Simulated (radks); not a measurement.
# Valence configurations of As

An exercise on one series of results from a longer session: the logs are not shown, and one member is left open.

The numbers are computed with radks (a radial shooting solver on a logarithmic mesh, Libxc functionals) version 1 (scalar-relativistic Kohn-Sham, PBE, spin-polarised, spherical densities, finite nucleus; open shells are filled with parallel spins first), except any that are marked as measured or tabulated.

### Starting point

```
element            : arsenic (Z = 33)
charge             : 0
electrons          : 33
configuration      : [Ar] 3d10 4s2 4p3
nuclear rms radius : 4.0968 fm
others tried       : 3d9 4s2 4p4; 3d10 4s1 4p4; 3d9 4s1 4p5; 3d9.5 4s2 4p3.5; 3d10 4s1.5 4p3.5; 3d10 4p5; 3d9.5 4s1.5 4p4; 3d9.5 4s1 4p4.5
```

The outer shells:

As
```
[Ar] core
3d [↑↓][↑↓][↑↓][↑↓][↑↓]
4s [↑↓]
4p [↑ ][↑ ][↑ ]
```

Set-up of the first run:

Settings of this run:

```text
Z 33
configuration [Ar] 3d10 4s2 4p3
relativity scalar-relativistic
functional pbe,pbe
spin polarised
nucleus finite rms 4.0968 fm
c 137.035999084
```

Steps of the session up to this table: [Ar] 3d10 4s2 4p3.

One of the session's tables, all rows but one given; the rest of the session is left out.

It belongs to the step «[Ar] 3d10 4s2 4p3». From the orbitals of this run (lengths in bohr):

```
  level     <r>  outermost maximum (interpolated)  90 % within  nodes
  3p up       ?                                 ?            ?      ?
3p down  0.6169                             0.521        0.946      1
  3d up  0.6807                             0.477         1.14      0
3d down  0.6760                             0.477         1.13      0
  4s up   1.944                              1.63         2.92      3
4s down   1.934                              1.60         2.92      3
  4p up   2.511                              1.99         3.90      2
4p down   2.620                              1.98         4.16      2
```

**Question.** Estimate the row for 3p up.

**Answer.** <r>: 0.6174; outermost maximum (interpolated): 0.521; 90 % within: 0.947; nodes: 1. In the column «<r>» it lies between 3p down (0.6169) and 3d down (0.6760).
